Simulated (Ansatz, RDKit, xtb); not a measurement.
**Isomers of [C7H9]+, a sample narrowed down**

Which of a sample of isomers of [C7H9]+ (charge +1) is the most stable in the gas at 298.15 K, and what are its properties? The sample is small against all isomers, and the most stable one of this formula need not be in it.

Plan: many cheap relaxations first (GFN2-xTB), then density-functional screening, relaxation at PBE-D3(BJ)/def2-SVP, vibrations (at GFN2-xTB) and a final energy. The numbers are computed, not measured.

## Step 1: Possible bonding patterns

Isomers were taken from a list of plausible structures; this is a sample, not all of them. That gives 14 candidates.

```csv
label,SMILES,spin
c132,C=CC1=CCC[CH+]1,singlet
c179,CC1=CC=CC[CH+]1,singlet
c183,C=Cc1c[c+]1CC,singlet
c205,C#CC[C+](C)C=C,singlet
c327,c1c[c+]1CC1CC1,singlet
c480,CC1=CC=C[CH+]C1,singlet
c489,CC1Cc2c[c+]2C1,singlet
c545,C=C(C#CC)[CH+]C,singlet
c556,C=C[C+]1C=CCC1,singlet
c565,c1[cH+]c1C1CCC1,singlet
c583,C=C[C+](C)C#CC,singlet
c598,C=C(C)C[c+]1cc1,singlet
c623,C=CC#C[C+](C)C,singlet
c650,C#CCC[CH+]C=C,singlet
```

Candidates are built by distance geometry, with a force field where one applies, in up to four conformers (letters a to d).

Q: Predict the outcome of this search (final energies at CCSD(T)/def2-SVP + MP2/def2-TZVPP - MP2/def2-SVP).

| quantity | value |
| --- | --- |
| lowest structure found | CC1=CC=C[CH+]C1, singlet |
| next finalist | CC1=CC=CC[CH+]1, singlet, 3.7 kcal/mol higher in G |
| share at equilibrium, among the finalists | 99.8 % |

`CC1=CC=C[CH+]C1` comes out lowest. Among the finalists first place is clear (3.7 kcal/mol); structures outside the list aren't covered. GFN2-xTB, HF/STO-3G, r2SCAN-D4/def2-SVP, PBE-D3(BJ)/def2-SVP, HF/def2-SVP and MP2/def2-SVP already put its bonding pattern lowest among the structures in one piece. It still has an imaginary mode, so it is no strict minimum; a nearby shape lies a little lower. The search is not exhaustive (a finite list of starts, one conformer a finalist), so a lower isomer can't be ruled out. Only 14 drawn patterns were tried, so whole families of isomers are missing, and the result ranks this sample alone.
